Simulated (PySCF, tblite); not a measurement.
# C5H13BrOSi: geometry, infrared bands and NMR shifts

What infrared bands and NMR shifts should C5H13BrOSi (`CCC[Si@H](Br)OCC`) show?

The runs use tblite 0.8.0 and PySCF 2.14.0, with density-fitted response routines of our own; the level of theory stands in each step. All values are computed, except where a source is named. Atoms count from 0, in the outputs and in this text.

## 1. The molecule as given

21 atoms, charge 0, multiplicity 1; geometry from: force field or distance geometry start.

Bonds of the start (Å): C0–C1 1.51, C1–C2 1.52, C2–Si3 1.86, Si3–Br4 2.26, Si3–O5 1.71, O5–C6 1.41, C6–C7 1.52, C0–H8 1.10, C0–H9 1.12, C0–H10 1.10, C1–H11 1.13, C1–H12 1.12, C2–H13 1.12, C2–H14 1.12, Si3–H15 1.47, C6–H16 1.13, C6–H17 1.11, C7–H18 1.12, C7–H19 1.12, C7–H20 1.12.

## 2. Optimising the geometry with GFN2-xTB

Job settings and geometry (Å):

```
{"job": {"kind": "relax", "xc": "GFN2-xTB", "basis": "xTB"}, "charge": 0, "multiplicity": 1}
C     -3.766200     0.549000     0.359300
C     -2.490000    -0.255000     0.249000
C     -1.284900     0.625200    -0.015500
Si     0.220200    -0.453600    -0.131200
Br    -0.124500    -2.341100     1.061400
O      1.619600     0.349700     0.441200
C      2.708900    -0.336100    -0.124700
C      4.025800     0.287600     0.308600
H     -3.783200     1.230200    -0.498600
H     -4.612800    -0.179800     0.240800
H     -3.872800     1.054700     1.326400
H     -2.532300    -0.961800    -0.626400
H     -2.326300    -0.784100     1.220500
H     -1.438400     1.043300    -1.039900
H     -1.174200     1.445300     0.734900
H      0.357400    -0.823700    -1.548800
H      2.737700    -1.389200     0.277000
H      2.669600    -0.366200    -1.230300
H      3.893600     1.393700     0.362900
H      4.378000    -0.153300     1.270400
H      4.785600     0.082100    -0.482800
```

The run is started by

```
> OMP_NUM_THREADS=1 python probes_run.py task.json out
```

The driver reads the jobs from task.json and runs them one after another.

**Question.** This job is followed by: GFN2-xTB harmonic vibrations, gas phase; GIAO PBE0/pcSseg-1 NMR shielding, non-relativistic, gas phase. What will the session give for the following? strongest single infrared mode (GFN2-xTB); zero-point energy (GFN2-xTB); 13C shifts against TMS (PBE0/pcSseg-1); 1H shifts against TMS (PBE0/pcSseg-1, means over atoms taken as alike); 29Si shifts against TMS (PBE0/pcSseg-1); 79Br shifts against HBr (PBE0/pcSseg-1); 17O shifts against H2O (PBE0/pcSseg-1).

**Answer**, as computed:

| quantity | value |
| --- | --- |
| strongest single infrared mode (GFN2-xTB) | 1159 cm⁻¹, 241 km/mol |
| zero-point energy (GFN2-xTB) | 108.5 kcal/mol |
| 13C shifts against TMS (PBE0/pcSseg-1) | 61.7, 25.4, 20.4, 20.3, 19.0 ppm |
| 1H shifts against TMS (PBE0/pcSseg-1, means over atoms taken as alike) | 5.73, 4.24, 4.00, 1.52, 1.32, 1.14, 1.10, 0.98, 0.98 ppm |
| 29Si shifts against TMS (PBE0/pcSseg-1) | 1.6 ppm |
| 79Br shifts against HBr (PBE0/pcSseg-1) | -18 ppm |
| 17O shifts against H2O (PBE0/pcSseg-1) | 67.5 ppm |

In words: Over 110 steps the energy fell by 0.886 eV; of the close pairs, Si3–O5 changed most, 1.712 to 1.607 Å. All 57 modes are real, so the xTB geometry is a minimum. The strongest single mode, at 1159 cm⁻¹, moves mainly O5 and C6. Unscaled tight-binding wavenumbers are off by several per cent, some by more. Its intensities can rank the bands wrongly. The most deshielded carbon is C6 (sp3 CH2 bonded to O), at 61.7 ppm: deshielded by the electronegative neighbour. At PBE0/pcSseg-1: The widest tensor belongs to Br4: span 553 ppm, with a paramagnetic part of -489 ppm. Spin-orbit coupling is left out, which matters for shieldings and couplings at and beside the heavy atoms.
